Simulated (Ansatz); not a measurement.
# CH4BInO: small, medium and large basis sets

One table from this session's results is given with a row withheld; the runs are named, their logs left out.

Method: one geometry, several basis sets; program: Ansatz 0.2.0, Gaussian basis.

Levels to be run: PBE0-D4/def2-SVP; ωB97M-V/def2-SVP; PBE0-D4/def2-QZVPP; ωB97M-V/def2-QZVPP; the functionals' def2-TZVPP values are taken from earlier runs.

1 further run of the same task is left out (for a known fault of the program).

## The relaxed structure

The geometry comes from an earlier relaxation with PBE0-D4 in a triple-zeta def2 set; it is a stationary point, not always the lowest conformer. In takes the def2 core potential; no spin-orbit term is included.

SMILES `B1[CH2][InH][O]1`, 8 atoms, charge 0, spin multiplicity 1.

Atoms are counted from 1 here; the program's logs count them from 0.

Bond lengths: B1–C2 1.606 Å, B1–O4 1.342 Å, B1–H5 1.208 Å, C2–In3 2.144 Å, C2–H6 1.092 Å, C2–H7 1.093 Å, In3–O4 2.103 Å, In3–H8 1.700 Å. Angles: C2–B1–O4 113.6°, C2–B1–H5 124.2°, O4–B1–H5 122.2°, B1–C2–In3 83.5°, B1–C2–H6 117.1°, B1–C2–H7 117.0°, In3–C2–H6 115.0°, In3–C2–H7 115.0°, H6–C2–H7 107.9°, C2–In3–O4 71.2°, C2–In3–H8 167.7°, O4–In3–H8 121.2°, B1–O4–In3 91.8°.

The first run:

The input, in.yaml:

```yaml
crystal:
  periodic: [false, false, false]
  atoms:
    - {symbol: B, position_ang: [-0.717950, 0.557942, -0.707656]}
    - {symbol: C, position_ang: [0.604925, 0.704010, 0.191703]}
    - {symbol: In, position_ang: [0.234138, -1.360518, 0.636958]}
    - {symbol: O, position_ang: [-1.258000, -0.669771, -0.673592]}
    - {symbol: H, position_ang: [-1.197355, 1.454479, -1.359623]}
    - {symbol: H, position_ang: [0.551011, 1.378397, 1.049507]}
    - {symbol: H, position_ang: [1.542730, 0.901343, -0.332870]}
    - {symbol: H, position_ang: [0.240501, -2.965882, 1.195564]}
basis:
  gaussian: {orbitals: def2-SVP}
hamiltonian: {xc: pbe0, dispersion: d4}
output: {orbitals: {seedname: orbitals}}
```

Command:

```bash
$ ansatz run in.yaml --threads 2 --pin off --events-out ev --progress --plain --max-ram 4352MiB
```

Among the steps run: PBE0-D4 in def2-SVP; ωB97M-V in def2-SVP; PBE0-D4 in def2-QZVPP; ωB97M-V in def2-QZVPP.

One of the session's tables, all rows but one given; the rest of the session is left out.

| functional | basis | HOMO (eV) | LUMO (eV) |
| --- | --- | --- | --- |
| PBE0-D4 | def2-SVP | -7.07 | -1.66 |
| PBE0-D4 | def2-TZVPP | -7.15 | -1.68 |
| PBE0-D4 | def2-QZVPP | -7.17 | -1.69 |
| ωB97M-V | def2-SVP | -9.29 | -0.11 |
| ωB97M-V | def2-TZVPP | ? | ? |
| ωB97M-V | def2-QZVPP | -9.39 | -0.30 |

Q: Estimate the row for ωB97M-V, def2-TZVPP from the others.

**Answer.** HOMO (eV): -9.38; LUMO (eV): -0.25. In the column «HOMO (eV)» it lies between ωB97M-V, def2-QZVPP (-9.39) and ωB97M-V, def2-SVP (-9.29).
